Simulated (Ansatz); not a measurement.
Task: a relaxed scan of one distance of C₂H₄Se, SMILES C1C[Se]1, with the Ansatz DFT code, driven from Python. Give the script and its output. Level of theory (for the species named): Hartree-Fock, def2-SVP basis, multiplicity 1.

```xyz
7

C    -0.5650   -0.1109   -0.4099
C     0.6115    0.2040    0.3305
Se   -0.2098   -1.5277    0.8110
H    -0.3751   -0.3071   -1.4941
H    -1.4840    0.5398   -0.1300
H     0.5100    1.0062    1.1098
H     1.5737    0.1276   -0.2631
```

The script, `c2h4se.py`:
```python
"""Relaxed scan of one distance in C2H4Se."""

import warnings

import ansatz as az
import numpy as np

GEOMETRY = """
C    -0.56500   -0.11090   -0.40990
C     0.61150    0.20400    0.33050
Se   -0.20980   -1.52770    0.81100
H    -0.37510   -0.30710   -1.49410
H    -1.48400    0.53980   -0.13000
H     0.51000    1.00620    1.10980
H     1.57370    0.12760   -0.26310
"""

warnings.simplefilter("ignore", az.DeckWarning)

mol = az.Crystal.molecule()
for line in GEOMETRY.strip().splitlines():
    symbol, *xyz = line.split()
    mol = mol.atom(symbol, [float(v) for v in xyz])

base = (
    mol.calculation()
    .basis(gaussian="def2-SVP")
    .functional("hf")
)
symbols = [site.symbol for site in mol.cartesian_sites]
pairs = [(0, 1), (0, 2), (0, 3), (0, 4), (1, 2), (1, 5)]
print("held (A)   E (eV)        ", "  ".join(f"{symbols[i]}{i}-{symbols[j]}{j}" for i, j in pairs))
for length in [1.75, 1.9, 2.06, 2.28, 2.57]:
    summary = base.relax(constraints=[az.DistanceConstraint((0, 2), at=length)], force_tolerance=0.02, max_steps=60).run(threads=1).report
    xyz = np.array(summary["positions_ang"])
    print(f"{length:6.2f} {summary['free_energy_ev']:14.5f}  ", "  ".join(f"{np.linalg.norm(xyz[i] - xyz[j]):.3f}" for i, j in pairs))
```

Running `python c2h4se.py` prints:
```text
held (A)   E (eV)         C0-C1  C0-Se2  C0-H3  C0-H4  C1-Se2  C1-H5
  1.75   -67416.26812   1.480  1.750  1.086  1.086  1.921  1.081
  1.90   -67416.74548   1.468  1.900  1.083  1.083  1.951  1.082
  2.06   -67416.72306   1.454  2.060  1.081  1.081  1.987  1.082
  2.28   -67416.32223   1.435  2.280  1.080  1.080  2.050  1.082
  2.57   -67415.65914   1.395  2.570  1.081  1.081  2.231  1.081
```

Caveats:
- Total energies depend on the basis set; only differences at equal settings carry meaning.
- The energies are electronic: no zero-point or thermal terms, and the basis set is short of its limit.
- The script silences the warnings on its input, which a real study should read.
- Run time: 48 s on 1 thread of Arm Neoverse V1 (shared host), peak memory 0.22 GiB.
